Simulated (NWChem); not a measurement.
# RbLi (SMILES [Li][Rb]): PBE/def2-TZVPP (core potential), part 2 of 2

NWChem 7.3.0. The steps go on from the part before.

### Step 3. The doublet cation: a single-point energy at UPBE/def2-TZVPP (core potential)

lirb.nw reads:

```
start lirb
memory total 2200 mb
charge 1

geometry units angstroms noautosym nocenter noautoz
 Li    0.000000    0.000000   -0.201360
 Rb    0.000000    0.000000    3.351730
end

basis spherical bse
 Li library def2-TZVPP
 Rb library def2-TZVPP
end

ecp bse
 Rb library def2-TZVPP
end

dft
 xc xpbe96 cpbe96
 mult 2
 grid xfine
 convergence energy 1e-08
 maxiter 100
 mulliken
 noprint "final vectors analysis"
end

task dft energy
```

The run is started by

```bash
nwchem lirb.nw > lirb.out
```

Log:

```text
Northwest Computational Chemistry Package (NWChem) 7.3.0
             --------------------------------------------------------

           Job information
           ---------------

    nwchem branch   = 7.3.0
    use scalapack   = T
    input           = lirb.nw
    prefix          = lirb.
    data base       = ./lirb.db
    status          = startup
    nproc           =        1

           Memory information
           ------------------

    heap     =     72089598 doubles =      550.0 Mbytes
    stack    =     72089595 doubles =      550.0 Mbytes
    global   =    144179200 doubles =     1100.0 Mbytes (distinct from heap & stack)
    total    =    288358393 doubles =     2200.0 Mbytes
    verify   = yes
    hardfail = no

           Directory information
           ---------------------

  0 permanent = .
  0 scratch   = .

                                NWChem Input Module
                                -------------------

 Scaling coordinates for geometry "geometry" by  1.889725989
 (inverse scale =  0.529177249)

                             Geometry "geometry" -> ""
                             -------------------------

 Output coordinates in angstroms (scale by  1.889725989 to convert to a.u.)

  No.       Tag          Charge          X              Y              Z
 ---- ---------------- ---------- -------------- -------------- --------------
    1 Li                   3.0000     0.00000000     0.00000000    -0.20136000
    2 Rb                  37.0000     0.00000000     0.00000000     3.35173000

      Atomic Mass
      -----------

      Li                 7.016000
      Rb                84.911700

 Effective nuclear repulsion energy (a.u.)      16.5317159540

            Nuclear Dipole moment (a.u.)
            ----------------------------
        X                 Y               Z
 ---------------- ---------------- ----------------
     0.0000000000     0.0000000000   233.2109519698

            XYZ format geometry
            -------------------
     2
 geometry
 Li                    0.00000000     0.00000000    -0.20136000
 Rb                    0.00000000     0.00000000     3.35173000

 ==============================================================================
                                internuclear distances
 ------------------------------------------------------------------------------
       center one      |      center two      | atomic units |  angstroms
 ------------------------------------------------------------------------------
    2 Rb               |   1 Li               |     6.71437  |     3.55309
 ------------------------------------------------------------------------------
                         number of included internuclear distances:          1
 ==============================================================================

                      Basis "ao basis" -> "" (spherical)
                      -----
  [basis functions not shown]

 Summary of "ao basis" -> "" (spherical)
 ------------------------------------------------------------------------------
       Tag                 Description            Shells   Functions and Types
 ---------------- ------------------------------  ------  ---------------------
 Li                        def2-TZVPP                9       19   5s3p1d
 Rb                        def2-TZVPP               14       40   6s4p3d1f

                 ECP       "ecp basis" -> "" (cartesian)
                -----
  [basis functions not shown]

                                 NWChem DFT Module
                                 -----------------

 Summary of "ao basis" -> "ao basis" (spherical)
 ------------------------------------------------------------------------------
       Tag                 Description            Shells   Functions and Types
 ---------------- ------------------------------  ------  ---------------------
 Li                        def2-TZVPP                9       19   5s3p1d
 Rb                        def2-TZVPP               14       40   6s4p3d1f

  Caching 1-el integrals
  itol2e modified to match energy
  convergence criterion.
  tol_rho modified to match energy
  convergence criterion.

            General Information
            -------------------
          SCF calculation type: DFT
          Wavefunction type:  spin polarized.
          No. of atoms     :     2
          No. of electrons :    11
           Alpha electrons :     6
            Beta electrons :     5
          Charge           :     1
          Spin multiplicity:     2
          Use of symmetry is: off; symmetry adaption is: off
          Maximum number of iterations: 100
          AO basis - number of functions:    59
                     number of shells:    23
          Convergence on energy requested:  1.00D-08
          Convergence on density requested:  1.00D-05
          Convergence on gradient requested:  5.00D-04

              XC Information
              --------------
          PerdewBurkeErnzerhof Exchange Functional  1.000
            Perdew 1991 LDA Correlation Functional  1.000 local
           PerdewBurkeErnz. Correlation Functional  1.000 non-local

             Grid Information
             ----------------
          Grid used for XC integration:  xfine
          Radial quadrature: Mura-Knowles
          Angular quadrature: Lebedev.
          Tag              B.-S. Rad. Rad. Pts. Rad. Cut. Ang. Pts.
          ---              ---------- --------- --------- ---------
          Li                  1.45      100          19.0      1454
          Rb                  2.35      205          17.0      1454
          Grid pruning is: on
          Number of quadrature shells:   305
          Spatial weights used:  Erf1

          Convergence Information
          -----------------------
          Convergence aids based upon iterative change in
          total energy or number of iterations.
          Levelshifting, if invoked, occurs when the
          HOMO/LUMO gap drops below (HL_TOL):  1.00D-02
          DIIS, if invoked, will attempt to extrapolate
          using up to (NFOCK): 10 stored Fock matrices.

                    Damping( 0%)  Levelshifting(0.5)       DIIS
                  --------------- ------------------- ---------------
          dE  on:    start            ASAP                start
          dE off:    2 iters        100 iters           100 iters

      Screening Tolerance Information
      -------------------------------
          Density screening/tol_rho:  1.00D-11
          AO Gaussian exp screening on grid/accAOfunc:  18
          CD Gaussian exp screening on grid/accCDfunc:  20
          XC Gaussian exp screening on grid/accXCfunc:  20
          Schwarz screening/accCoul:  1.00D-09

      Superposition of Atomic Density Guess
      -------------------------------------

 Sum of atomic energies:         -34.89718695

 Renormalizing density from      12.00 to     11

      Non-variational initial energy
      ------------------------------

 Total energy =     -29.926479
 1-e energy   =     -52.411821
 2-e energy   =      18.464114
 HOMO         =      -0.313972
 LUMO         =      -0.189170

   Time after variat. SCF:      0.3

     ---------------------------------------------
      Total Density - Mulliken Population Analysis
     ---------------------------------------------

    Atom       Charge   Shell Charges
 -----------   ------   -------------------------------------------------------
    1 Li   3     2.61   0.36  1.31  0.31  0.30  0.26  0.00  0.00  0.05  0.00
    2 Rb   9     8.39   0.03 -0.31  1.54  0.74  0.41 -0.05  5.09  0.89  0.04 -0.01  0.00  0.01 -0.00  0.00

     --------------------------------------------
      Spin Density - Mulliken Population Analysis
     --------------------------------------------

    Atom       Charge   Shell Charges
 -----------   ------   -------------------------------------------------------
    1 Li   3     0.61   0.00  0.00 -0.02  0.30  0.26  0.00  0.00  0.05  0.00
    2 Rb   9     0.39   0.00 -0.01  0.02 -0.01  0.41 -0.05  0.00 -0.00  0.03 -0.01  0.00  0.01 -0.00  0.00
   Time prior to 1st pass:      0.3

 Grid_pts file          = ./lirb.gridpts.0
 Record size in doubles =  12289        No. of grid_pts per rec  =   3070
 Max. records in memory =    160        Max. recs in file   = *********

 Grid integrated density:      11.000001049905
 Requested integration accuracy:   0.10E-07

           Memory utilization after 1st SCF pass:
           Heap Space remaining (MW):       36.55            36553446
          Stack Space remaining (MW):       72.09            72088972

   convergence    iter        energy       DeltaE   RMS-Dens  Diis-err    time
 ---------------- ----- ----------------- --------- --------- ---------  ------
 d= 0,ls=0.0,diis     1    -31.3818806134 -3.54D+01  9.48D-03  3.34D-02     4.5
                                                     3.67D-03  2.93D-02
 Grid integrated density:      11.000000938226
 Requested integration accuracy:   0.10E-07
 d= 0,ls=0.0,diis     2    -31.3979702828 -1.61D-02  3.01D-03  5.60D-03     7.8
                                                     1.63D-03  4.91D-03
 d= 0,ls=0.0,diis     3    -31.4014297770 -3.46D-03  4.78D-04  1.33D-04    11.0
                                                     2.48D-04  1.31D-04
 d= 0,ls=0.0,diis     4    -31.4015116860 -8.19D-05  8.08D-05  1.54D-06    14.1
                                                     1.19D-05  1.31D-06
 d= 0,ls=0.0,diis     5    -31.4015123877 -7.02D-07  2.92D-05  2.38D-08    17.5
                                                     1.29D-06  7.03D-09
 d= 0,ls=0.0,diis     6    -31.4015124294 -4.18D-08  1.37D-06  2.19D-10    21.0
                                                     1.80D-07  1.30D-10
 d= 0,ls=0.0,diis     7    -31.4015124298 -3.11D-10  2.04D-07  3.21D-11    24.2
                                                     6.01D-08  2.31D-11

         Total DFT energy =      -31.401512429756
      One electron energy =      -55.360637636032
           Coulomb energy =       25.342176800504
    Exchange-Corr. energy =       -5.404279799253
 Nuclear repulsion energy =        4.021228205025

 Numeric. integr. density =       11.000000001204

     Total iterative time =     23.8s

     ---------------------------------------------
      Total Density - Mulliken Population Analysis
     ---------------------------------------------

    Atom       Charge   Shell Charges
 -----------   ------   -------------------------------------------------------
    1 Li   3     2.90   0.36  1.26  0.35  0.45  0.34  0.00  0.01  0.12  0.01
    2 Rb   9     8.10   0.03 -0.31  1.51  0.76  0.21 -0.09  4.84  1.13  0.04 -0.04  0.01  0.01 -0.01  0.00

     --------------------------------------------
      Spin Density - Mulliken Population Analysis
     --------------------------------------------

    Atom       Charge   Shell Charges
 -----------   ------   -------------------------------------------------------
    1 Li   3     0.89   0.00  0.01 -0.02  0.43  0.34  0.00  0.01  0.12  0.00
    2 Rb   9     0.11   0.00 -0.00  0.01 -0.01  0.20 -0.09  0.00 -0.00  0.02 -0.03  0.01  0.01 -0.01  0.00

     -------------------------------------------
      Total Density - Lowdin Population Analysis
     -------------------------------------------

    Atom       Charge   Shell Charges
 -----------   ------   -------------------------------------------------------
    1 Li   3     2.61   0.45  1.04  0.49  0.31  0.20  0.00  0.01  0.09  0.01
    2 Rb   9     8.39   0.00  0.00  0.98  0.94  0.21  0.08  4.25  1.64  0.16  0.04  0.01  0.05  0.01  0.00

     ------------------------------------------
      Spin Density - Lowdin Population Analysis
     ------------------------------------------

    Atom       Charge   Shell Charges
 -----------   ------   -------------------------------------------------------
    1 Li   3     0.58   0.01  0.01  0.00  0.28  0.19  0.00  0.01  0.08  0.00
    2 Rb   9     0.42   0.00  0.00  0.02  0.00  0.15  0.07  0.01  0.00  0.07  0.04  0.01  0.05  0.01  0.00

   alpha - beta orbital overlaps
   -----------------------------

   alpha      1      2      3      4      5      6      7      8      9     10
    beta      1      2      3      4      5      6      7      9      8     10
 overlap   1.000  1.000  1.000  1.000  1.000  0.951  0.918  0.933  0.933  0.953

   alpha     11     12     13     14     15     16     17     18     19     20
    beta     12     11     13     14     15     18     17     16     19     20
 overlap   0.666  0.666  0.983  0.998  0.998  0.893  0.893  0.896  0.872  0.872

   alpha     21     22     23     24     25     26     27     28     29     30
    beta     21     24     22     23     25     26     27     28     29     35
 overlap   0.850  0.950  1.000  1.000  0.805  0.805  0.981  0.978  0.969  0.873

   alpha     31     32     33     34     35     36     37     38     39     40
    beta     34     33     32     36     37     31     30     38     40     39
 overlap   0.873  0.719  0.719  0.719  0.719  0.873  0.873  0.977  0.995  0.995

   alpha     41     42     43     44     45     46     47     48     49     50
    beta     41     42     43     44     45     46     47     48     49     50
 overlap   0.996  0.972  0.972  0.983  0.985  1.000  1.000  1.000  1.000  1.000

   alpha     51     52     53     54     55     56     57     58     59
    beta     51     52     53     55     54     56     57     58     59
 overlap   0.999  0.999  1.000  1.000  1.000  1.000  1.000  1.000  1.000

     --------------------------
     Expectation value of S2:
     --------------------------
      <S2> =      0.7500 (Exact =     0.7500)

 center of mass
 --------------
 x =   0.00000000 y =   0.00000000 z =   5.82140514

 moments of inertia (a.u.)
 ------------------
         292.160036503352           0.000000000000           0.000000000000
           0.000000000000         292.160036503352           0.000000000000
           0.000000000000           0.000000000000           0.000000000000

     Multipole analysis of the density
     ---------------------------------

     L   x y z        total         alpha         beta         nuclear
     -   - - -        -----         -----         ----         -------
     0   0 0 0      1.000000     -6.000000     -5.000000     12.000000

     1   1 0 0     -0.000000     -0.000000     -0.000000      0.000000
     1   0 1 0     -0.000000      0.000000     -0.000000      0.000000
     1   0 0 1      4.152708    -26.745789    -24.964618     55.863116

     2   2 0 0    -13.729820     -9.301329     -4.428492      0.000000
     2   1 1 0     -0.000000     -0.000000      0.000000      0.000000
     2   1 0 1     -0.000000     -0.000000     -0.000000      0.000000
     2   0 2 0    -13.729820     -9.301329     -4.428492      0.000000
     2   0 1 1     -0.000000     -0.000000     -0.000000      0.000000
     2   0 0 2     21.969789   -174.322898   -165.200738    361.493425

 Task  times  cpu:       24.1s     wall:       24.1s
 Total times  cpu:       24.2s     wall:       24.2s
```

It took 25 s on 1 thread of AMD EPYC, shared host; peak memory 0.12 GiB.

### Step 4. Summary of results

The summary covers parts 1 to 2.

At PBE/def2-TZVPP (core potential):

| quantity | value |
| --- | --- |
| singlet RbLi: total energy | -31.56843 Eh |
| singlet RbLi: dipole moment | 3.23 D |
| singlet RbLi: HOMO energy | -2.77 eV |
| singlet RbLi: LUMO energy | -1.69 eV |
| singlet RbLi: HOMO–LUMO gap | 1.08 eV |
| singlet RbLi: largest force on an atom | 0.012 eV/Å |
| doublet cation: total energy | -31.40151 Eh |
| doublet cation: ⟨S²⟩ | 0.750 |
| vertical ionisation energy (to the doublet cation) | 4.542 eV |

**Reading.** The vertical ionisation energy comes to 4.54 eV (105 kcal/mol). The negative HOMO energy of the first species, 2.77 eV, lies 1.77 eV below that difference.
